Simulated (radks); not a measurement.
# Ru²⁺ in [Kr] 4d6: an all-electron calculation

An exercise on one series of results from a longer session: the logs are not shown, and one member is left open.

Program: radks (a radial shooting solver on a logarithmic mesh, Libxc functionals) version 1. Level of theory: Dirac Kohn-Sham, PBEsol, spin-unpolarised, spherical densities, finite nucleus; open shells fill j = l - 1/2 first. These are calculated values, not measurements, unless marked.

### What is computed

| Quantity | Value |
| --- | --- |
| element | ruthenium (Z = 44) |
| charge | +2 |
| electrons | 42 |
| configuration | [Kr] 4d6 |
| nuclear rms radius | 4.4809 fm |

The first run:

Settings of this run:

```text
Z 44
configuration [Kr] 4d6 5s0 5p0
relativity Dirac
functional pbe_sol,pbe_sol
spin unpolarised
j_filling energy
nucleus finite rms 4.4809 fm
c 137.035999084
```

The run is started by

```sh
python run_ks.py task.json out
```

This one command runs every case of the session in turn.

Steps of the session up to this table: Self-consistent calculation.

One table of the session follows, with a row left open; its other results are not shown here.

It belongs to the step «Radial structure». From the orbitals of this run (lengths in bohr):

| level | <r> | outermost maximum (interpolated) | 90 % within | nodes |
| --- | --- | --- | --- | --- |
| 1s1/2 | 0.03345 | 0.0217 | 0.0600 | 0 |
| 2s1/2 | 0.1454 | 0.123 | 0.225 | 1 |
| 2p1/2 | 0.1236 | 0.0955 | 0.202 | 0 |
| 2p3/2 | 0.1284 | 0.0995 | 0.209 | 0 |
| 3s1/2 | 0.4027 | 0.362 | 0.595 | 2 |
| 3p1/2 | 0.3959 | 0.349 | 0.598 | 1 |
| 3p3/2 | 0.4065 | 0.358 | 0.613 | 1 |
| 3d3/2 | 0.3822 | 0.299 | 0.609 | 0 |
| 3d5/2 | 0.3857 | 0.302 | 0.614 | 0 |
| 4s1/2 | 1.016 | 0.914 | 1.48 | 3 |
| 4p1/2 | 1.101 | 0.965 | 1.63 | 2 |
| 4p3/2 | 1.131 | 0.989 | 1.67 | 2 |
| 4d3/2 | 1.517 | 1.19 | 2.39 | 1 |
| 4d5/2 | 1.533 | 1.20 | 2.42 | 1 |
| 5s1/2 | 2.737 | 2.42 | 3.97 | 4 |
| 5p1/2 | ? | ? | ? | ? |
| 5p3/2 | 3.331 | 2.92 | 4.86 | 3 |

**Question.** Estimate the row for 5p1/2.

The run gave: <r>: 3.256; outermost maximum (interpolated): 2.85; 90 % within: 4.75; nodes: 3. In the column «<r>» it lies between 5s1/2 (2.737) and 5p3/2 (3.331).

Limits of these values: Spin polarisation and multiplet splitting are left out.
